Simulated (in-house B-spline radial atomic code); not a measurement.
# Pm²⁺: ionisation energy by several methods

Aim: the ionisation energy of Pm²⁺ by several methods, each as the difference of two self-consistent energies (Pm²⁺ and the next ion, [Xe] 4f4).

The numbers are computed with in-house B-spline radial atomic code version 1 (scalar-relativistic (X2C), several functionals, spin-polarised, exact exchange averaged over the configuration; spherical all-electron atom at the radial basis limit), except any that are marked as measured or tabulated.

**1. What is computed**

| Item | Value |
| --- | --- |
| element | promethium (Z = 61) |
| charge | +2 |
| electrons | 59 |
| configuration | [Xe] 4f5 |
| nucleus | Fermi, rms radius 4.962 fm |

The outer shells:

[Xe] 4f5
```
[Xe] core
4f [↑ ][↑ ][↑ ][↑ ][↑ ][  ][  ]
```

Where spins are not typed, each open shell is filled with up spins first.

**2. HSE06**

Input settings:

```ini
Z = 61
electrons = 59.0
configuration = [Xe] 4f5
hamiltonian = x2c
method = hse06
spin_polarised = True
nucleus = fermi
rms_radius = 4.961999461404065
mass_number = 145
atomic_mass = 144.912755748
speed_of_light = 137.035999084
exact_exchange = averaged over the configuration
```

On the command line:

```bash
python run_scf.py task.json out
```

One command runs all members of the session, one after another, from task.json.

**3. M06-2X**

Changes to the settings of step 2:

```diff
@@ -4,3 +4,3 @@
 hamiltonian = x2c
-method = hse06
+method = m062x
 spin_polarised = True
```

**4. TPSSh**

Changes to the settings of step 3:

```diff
@@ -4,3 +4,3 @@
 hamiltonian = x2c
-method = m062x
+method = tpssh
 spin_polarised = True
```

**5. ωB97X**

Changes to the settings of step 4:

```diff
@@ -4,3 +4,3 @@
 hamiltonian = x2c
-method = tpssh
+method = wb97x
 spin_polarised = True
```

**6. PBE0**

Changes to the settings of step 5:

```diff
@@ -4,3 +4,3 @@
 hamiltonian = x2c
-method = wb97x
+method = pbe0
 spin_polarised = True
```

**Question.** The tabulated ionisation energy is 22.44 ± 0.08 eV (semi-empirical; NIST Atomic Spectra Database). What does each method give, and which comes nearest?

As calculated:

| method | rung | total energy (hartree) | ΔSCF (eV) | −ε highest (eV) | ΔSCF less tabulated (eV) |
| --- | --- | --- | --- | --- | --- |
| M06-2X | global hybrid | -10020.2869 | 23.329 | 21.758 (4f up) | +0.889 |
| TPSSh | global hybrid | -10018.9922 | 23.940 | 17.086 (4f up) | +1.500 |
| PBE0 | global hybrid | -10019.0238 | 23.771 | 18.694 (4f up) | +1.331 |
| HSE06 | range-separated hybrid | -10018.8925 | 23.722 | 18.234 (4f up) | +1.282 |
| ωB97X | range-separated hybrid | -10019.7903 | 23.614 | 21.004 (4f up) | +1.174 |

What this shows: Against the tabulated ionisation energy, 22.44 ± 0.08 eV (semi-empirical; NIST Atomic Spectra Database), the best here is M06-2X (+0.889 eV) and the worst TPSSh (+1.500 eV, or 6.7 %). All methods miss on the same side by much the same amount, which points to something that they share. Relativistic terms that these runs lack can be as large as the gaps between close methods, so the nearest may be so by luck. Spin-orbit coupling is left out. Open shells are averaged (over orientations, and over spins where the run is restricted), while tables refer to the lowest levels.
